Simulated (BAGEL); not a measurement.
**CH5BOS (SMILES CB(O)S) at 3 levels**

Wanted: a comparison of 3 runs (B3LYP/6-31G*, PBE0/6-31G*, RI-MP2/6-31G*) of CH5BOS. 

Program for the calculation: BAGEL 1.2.2.

2 further runs of the same task are left out: 2 set aside as unsound or not needed. Runs told in other sessions of the task aren't counted.

**1. The system as given**

CH5BOS: 9 atoms, total charge 0, spin state singlet. As SMILES, `CB(O)S`. Geometry: relaxed at PBE0-D4/def2-TZVP. This is one conformer, not always the lowest.

Bond lengths: C1–B2 1.565 Å, B2–O3 1.359 Å, B2–S4 1.829 Å, C1–H5 1.094 Å, C1–H6 1.094 Å, C1–H7 1.091 Å, O3–H8 0.961 Å, S4–H9 1.341 Å. Some angles: C1–B2–O3 119.2°, C1–B2–S4 122.6°, O3–B2–S4 118.2°, B2–C1–H5 110.8°, B2–C1–H6 111.3°, B2–C1–H7 111.4°, B2–O3–H8 115.1°, B2–S4–H9 96.8°, H5–C1–H6 106.5°, H5–C1–H7 108.2°.

**2. The energy at B3LYP/6-31G(d) (density fitting with qzvpp-jkfit, spherical functions) (run 1)**

Contents of input.json:

```json
{ "bagel": [

{
  "title": "molecule",
  "basis": "6-31gs.json",
  "df_basis": "qzvpp-jkfit",
  "angstrom": "true",
  "geometry": [
    { "atom": "C", "xyz": [       0.224800,       0.856400,      -0.670900 ] },
    { "atom": "B", "xyz": [       0.093000,      -0.475100,       0.140200 ] },
    { "atom": "O", "xyz": [       0.880000,      -1.532500,      -0.190400 ] },
    { "atom": "S", "xyz": [      -1.087500,      -0.675400,       1.523100 ] },
    { "atom": "H", "xyz": [      -0.716500,       1.100800,      -1.172700 ] },
    { "atom": "H", "xyz": [       0.454400,       1.700400,      -0.014200 ] },
    { "atom": "H", "xyz": [       1.007400,       0.785600,      -1.428400 ] },
    { "atom": "H", "xyz": [       0.748400,      -2.320800,       0.342500 ] },
    { "atom": "H", "xyz": [      -1.604000,       0.560600,       1.470800 ] }
  ]
},

{ "title": "ks", "xc_func": "b3lyp" },

{ "title": "print", "file": "orbitals.molden", "orbitals": "true" }

]}
```

The basis set 6-31G* is read from a file made from the Basis Set Exchange's data (not shown).

Started as:

```sh
BAGEL_NUM_THREADS=1 BAGEL input.json > input.out
```

The log of the run:

```text
* using 1 threads per process

  ===============================================================
  ===============================================================

  *** Geometry ***

  { "atom" : "C", "xyz" : [      0.424810,      1.618361,     -1.267817 ] },
  { "atom" : "B", "xyz" : [      0.175745,     -0.897809,      0.264940 ] },
  { "atom" : "O", "xyz" : [      1.662959,     -2.896005,     -0.359804 ] },
[... 5 lines of this table left out ...]
  { "atom" : "H", "xyz" : [     -3.031121,      1.059380,      2.779409 ] },

  Number of auxiliary basis functions:      445

  Since a DF basis is specified, we compute 2- and 3-index integrals:
    o Being stored without compression. Storage requirement is 0.017 GB

  Number of basis functions:       70
  Number of electrons      :       40

    * METHOD: MOLECULE                             0.16

  *** Kohn-Sham DFT ***

    * Removing 16802 points whose weight is below 1.00e-10
    * Grid points: 117352

  === Nuclear Repulsion ===
   146.0155986182

       - DIIS with orbital gradients will be used.

  === KS iteration (b3lyp / 6-31gs.json) ===
      0       -502.31153076          0.12553725           0.28
      1       -454.78973771          0.20267434           0.28
      2       -466.94283292          0.14292890           0.26
[... 19 lines of this table left out ...]
     22       -539.46227427          0.00000000           0.25
    * SCF iteration converged.

    * Permanent dipole moment:
           (    0.036923,    -0.098814,     0.015605) a.u.

    * METHOD: KS                                   6.52

    * METHOD: PRINT                                0.01

  ===============================================================
```

Run time: 6.9 s. Hardware: 1 thread of Arm Neoverse V2, shared host; peak memory 0.4 GiB.

**3. The energy at PBE0/6-31G(d) (density fitting with qzvpp-jkfit, spherical functions) (run 2)**

Contents of dft.json:

```json
{ "bagel" : [

{
  "title" : "molecule",
  "basis" : "6-31gs.json",
  "df_basis" : "qzvpp-jkfit",
  "angstrom" : true,
  "geometry" : [
    { "atom" : "C", "xyz" : [       0.224800,       0.856400,      -0.670900 ] },
    { "atom" : "B", "xyz" : [       0.093000,      -0.475100,       0.140200 ] },
    { "atom" : "O", "xyz" : [       0.880000,      -1.532500,      -0.190400 ] },
    { "atom" : "S", "xyz" : [      -1.087500,      -0.675400,       1.523100 ] },
    { "atom" : "H", "xyz" : [      -0.716500,       1.100800,      -1.172700 ] },
    { "atom" : "H", "xyz" : [       0.454400,       1.700400,      -0.014200 ] },
    { "atom" : "H", "xyz" : [       1.007400,       0.785600,      -1.428400 ] },
    { "atom" : "H", "xyz" : [       0.748400,      -2.320800,       0.342500 ] },
    { "atom" : "H", "xyz" : [      -1.604000,       0.560600,       1.470800 ] }
  ]
},

{
  "title" : "ks",
  "xc_func" : "pbe0"
},

{
  "title" : "print",
  "file" : "orbitals.molden",
  "orbitals" : true
}

]}
```

The basis set 6-31G* is read from a file made from the Basis Set Exchange's data (not shown).

Started as:

```sh
BAGEL_NUM_THREADS=1 BAGEL dft.json > dft.out
```

The log of the run:

```text
* using 1 threads per process

  ===============================================================
  ===============================================================

  *** Geometry ***

  { "atom" : "C", "xyz" : [      0.424810,      1.618361,     -1.267817 ] },
  { "atom" : "B", "xyz" : [      0.175745,     -0.897809,      0.264940 ] },
  { "atom" : "O", "xyz" : [      1.662959,     -2.896005,     -0.359804 ] },
[... 5 lines of this table left out ...]
  { "atom" : "H", "xyz" : [     -3.031121,      1.059380,      2.779409 ] },

  Number of auxiliary basis functions:      445

  Since a DF basis is specified, we compute 2- and 3-index integrals:
    o Being stored without compression. Storage requirement is 0.017 GB

  Number of basis functions:       70
  Number of electrons      :       40

    * METHOD: MOLECULE                             0.16

  *** Kohn-Sham DFT ***

    * Removing 16802 points whose weight is below 1.00e-10
    * Grid points: 117352

  === Nuclear Repulsion ===
   146.0155986182

       - DIIS with orbital gradients will be used.

  === KS iteration (pbe0 / 6-31gs.json) ===
      0       -502.03403260          0.12517057           0.27
      1       -456.87662044          0.19704910           0.23
      2       -467.11180574          0.14448799           0.25
[... 18 lines of this table left out ...]
     21       -539.13608241          0.00000001           0.24
    * SCF iteration converged.

    * Permanent dipole moment:
           (    0.042299,    -0.122702,     0.021894) a.u.

    * METHOD: KS                                   5.89

    * METHOD: PRINT                                0.01

  ===============================================================
```

It took 6.3 s on 1 thread of Arm Neoverse V2, shared host; peak memory 0.4 GiB.

**4. The energy at RI-MP2/6-31G(d) (density fitting with qzvpp-jkfit, spherical functions) (run 3)**

Contents of input.json:

```json
{ "bagel" : [

{
  "title" : "molecule",
  "basis" : "6-31gs.json",
  "df_basis" : "qzvpp-jkfit",
  "angstrom" : true,
  "geometry" : [
    { "atom" : "C", "xyz" : [    0.224800,    0.856400,   -0.670900 ] },
    { "atom" : "B", "xyz" : [    0.093000,   -0.475100,    0.140200 ] },
    { "atom" : "O", "xyz" : [    0.880000,   -1.532500,   -0.190400 ] },
    { "atom" : "S", "xyz" : [   -1.087500,   -0.675400,    1.523100 ] },
    { "atom" : "H", "xyz" : [   -0.716500,    1.100800,   -1.172700 ] },
    { "atom" : "H", "xyz" : [    0.454400,    1.700400,   -0.014200 ] },
    { "atom" : "H", "xyz" : [    1.007400,    0.785600,   -1.428400 ] },
    { "atom" : "H", "xyz" : [    0.748400,   -2.320800,    0.342500 ] },
    { "atom" : "H", "xyz" : [   -1.604000,    0.560600,    1.470800 ] }
  ]
},
{ "title" : "hf" },
{ "title" : "mp2", "ncore" : 8 }

]}
```

The basis set 6-31G* is read from a file made from the Basis Set Exchange's data (not shown).

Started as:

```sh
BAGEL_NUM_THREADS=1 BAGEL input.json > input.out
```

The log of the run:

```text
* using 1 threads per process

  ===============================================================
  ===============================================================

  *** Geometry ***

  { "atom" : "C", "xyz" : [      0.424810,      1.618361,     -1.267817 ] },
  { "atom" : "B", "xyz" : [      0.175745,     -0.897809,      0.264940 ] },
  { "atom" : "O", "xyz" : [      1.662959,     -2.896005,     -0.359804 ] },
[... 5 lines of this table left out ...]
  { "atom" : "H", "xyz" : [     -3.031121,      1.059380,      2.779409 ] },

[... 23 lines left out ...]
    * SCF iteration converged.
[... 1 line left out ...]
    * Permanent dipole moment:
[... 2 lines left out ...]
    * METHOD: HF                                   0.66

  *** RHF ***

  === Nuclear Repulsion ===
   146.0155986182

      * DIIS with orbital gradients will be used.

  === RHF iteration (6-31gs.json) ===
      0       -537.92213047          0.00000000           0.04
    * SCF iteration converged.

    * Permanent dipole moment:
           (    0.072488,    -0.143023,    -0.002650) a.u.

  === DF-MP2 calculation ===

    * freezing 8 orbitals
    * 3-index integral transformation done
    * assembly done

      MP2 correlation energy:   -0.5027165799      0.02

      MP2 total energy:       -538.4248470479

    * METHOD: MP2                                  0.12

  ===============================================================
```

Wall time 1.1 s (1 thread of Arm Neoverse V2, shared host).

**5. All runs side by side**

```csv
run,level,frozen core orbitals,energy (Eh),dipole moment (D),HOMO energy (eV),LUMO energy (eV),wall time
1,"B3LYP/6-31G* (density fitting with qzvpp-jkfit, spherical functions)",–,-539.462274,0.27,-7.21,0.54,6.9 s
2,"PBE0/6-31G* (density fitting with qzvpp-jkfit, spherical functions)",–,-539.136082,0.33,-7.51,0.75,6.3 s
3,"RI-MP2/6-31G* (density fitting with qzvpp-jkfit, spherical functions)",8,-538.424847,–,–,–,1.1 s
```

**6. What came out**

```
                                          quantity          value
                               run 3: total energy  -538.42485 Eh
run 3: correlation energy (8 core orbitals frozen)     -502.7 mEh
```

In words: Totals of different functionals can't be ranked against each other. All runs together took 14 s, the longest 6.9 s.
